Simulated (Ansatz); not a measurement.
**CH3ClSb radical: small, medium and large basis sets**

One table from this session's results is given with a row withheld; the runs are named, their logs left out.

Computed with Ansatz 0.2.0, Gaussian basis. Level: one geometry, several basis sets.

Levels to be run: PBE0-D4/def2-SVP; ωB97M-V/def2-SVP; PBE0-D4/def2-QZVPP; ωB97M-V/def2-QZVPP; the functionals' def2-TZVPP values are taken from earlier runs.

## Structure used throughout

The geometry comes from an earlier relaxation with PBE0-D4 in a triple-zeta def2 set; it is a stationary point. Sb takes the def2 core potential; no spin-orbit term is included.

SMILES `[CH3][Sb][Cl]`, 6 atoms, charge 0, spin multiplicity 2.

Atoms are counted from 1 here; the program's logs count them from 0.

Bond lengths: C1–Sb2 2.149 Å, C1–H4 1.090 Å, C1–H5 1.090 Å, C1–H6 1.092 Å, Sb2–Cl3 2.356 Å. Angles: Sb2–C1–H4 109.5°, Sb2–C1–H5 109.5°, Sb2–C1–H6 109.1°, H4–C1–H5 109.5°, H4–C1–H6 109.7°, H5–C1–H6 109.7°, C1–Sb2–Cl3 94.3°.

The first run:

Input file in.yaml:

```yaml
crystal:
  periodic: [false, false, false]
  atoms:
    - {symbol: C, position_ang: [-0.321034, 0.513368, -0.307975]}
    - {symbol: Sb, position_ang: [-0.064714, -0.602457, 1.510919]}
    - {symbol: Cl, position_ang: [1.522968, -2.079562, 0.589589]}
    - {symbol: H, position_ang: [-0.670655, -0.153183, -1.096556]}
    - {symbol: H, position_ang: [0.631663, 0.954874, -0.600983]}
    - {symbol: H, position_ang: [-1.056230, 1.302959, -0.141194]}
basis:
  gaussian: {orbitals: def2-SVP}
magnetization: {spin_polarized: true, initial_magnetization: 1}
hamiltonian: {xc: pbe0, dispersion: d4}
output: {orbitals: {seedname: orbitals}}
```

Steps of the session up to this table: PBE0-D4 in def2-SVP; ωB97M-V in def2-SVP; PBE0-D4 in def2-QZVPP; ωB97M-V in def2-QZVPP.

One table of the session follows, with a row left open; its other results are not shown here.

It belongs to the step «Functionals by basis». 

```
functional       basis  HOMO (eV)  LUMO (eV)
   PBE0-D4    def2-SVP      -5.83      -2.76
   PBE0-D4  def2-TZVPP      -5.94      -2.84
   PBE0-D4  def2-QZVPP          ?          ?
   ωB97M-V    def2-SVP      -7.78      -0.93
   ωB97M-V  def2-TZVPP      -7.91      -1.14
   ωB97M-V  def2-QZVPP      -7.95      -1.18
```

Q: Estimate the row for PBE0-D4, def2-QZVPP from the others.

**Answer.** HOMO (eV): -5.97; LUMO (eV): -2.87. In the column «HOMO (eV)» it lies between ωB97M-V, def2-SVP (-7.78) and PBE0-D4, def2-TZVPP (-5.94).
